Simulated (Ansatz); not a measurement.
**CH3BSe: how energies converge with the basis set**

One table from this session's results is given with a row withheld; the runs are named, their logs left out.

The runs use Ansatz 0.2.0, Gaussian basis; one geometry, several basis sets.

Plan: PBE0-D4/def2-SVP; ωB97M-V/def2-SVP; PBE0-D4/def2-QZVPP; ωB97M-V/def2-QZVPP; the functionals' def2-TZVPP values are taken from earlier runs.

**The relaxed structure**

An earlier PBE0-D4 in a triple-zeta def2 set relaxation fixed the geometry.

SMILES `B1C[Se]1`, 6 atoms, charge 0, spin multiplicity 1.

Atoms are counted from 1 here; the program's logs count them from 0.

Bond lengths: B1–C2 1.525 Å, B1–Se3 1.882 Å, B1–H4 1.182 Å, C2–Se3 2.020 Å, C2–H5 1.086 Å, C2–H6 1.086 Å. Angles: C2–B1–Se3 71.9°, C2–B1–H4 147.1°, Se3–B1–H4 141.0°, B1–C2–Se3 62.3°, B1–C2–H5 121.3°, B1–C2–H6 121.3°, Se3–C2–H5 113.2°, Se3–C2–H6 113.2°, H5–C2–H6 113.6°, B1–Se3–C2 45.8°.

Set-up of the first run:

Input file in.yaml:

```yaml
crystal:
  periodic: [false, false, false]
  atoms:
    - {symbol: B, position_ang: [-0.553537, -0.632304, -0.316633]}
    - {symbol: C, position_ang: [0.259346, 0.576989, 0.133639]}
    - {symbol: Se, position_ang: [1.007850, -1.258039, 0.526724]}
    - {symbol: H, position_ang: [-1.531492, -1.028020, -0.850623]}
    - {symbol: H, position_ang: [0.863550, 1.144519, -0.568000]}
    - {symbol: H, position_ang: [-0.003616, 1.132855, 1.028793]}
basis:
  gaussian: {orbitals: def2-SVP}
hamiltonian: {xc: pbe0, dispersion: d4}
output: {orbitals: {seedname: orbitals}}
```

Command:

```sh
ansatz run in.yaml --threads 2 --pin off --events-out ev --progress --plain --max-ram 4352MiB
```

Among the steps run: PBE0-D4 in def2-SVP; ωB97M-V in def2-SVP; PBE0-D4 in def2-QZVPP; ωB97M-V in def2-QZVPP.

One table of the session follows, with a row left open; its other results are not shown here.

It belongs to the step «Functionals by basis». 

| functional | basis | HOMO (eV) |
| --- | --- | --- |
| PBE0-D4 | def2-SVP | -7.15 |
| PBE0-D4 | def2-TZVPP | -7.20 |
| PBE0-D4 | def2-QZVPP | -7.21 |
| ωB97M-V | def2-SVP | ? |
| ωB97M-V | def2-TZVPP | -9.31 |
| ωB97M-V | def2-QZVPP | -9.31 |

Q: Estimate the row for ωB97M-V, def2-SVP from the others.

As computed: HOMO (eV): -9.24. In the column «HOMO (eV)» it lies between ωB97M-V, def2-QZVPP (-9.31) and PBE0-D4, def2-QZVPP (-7.21).
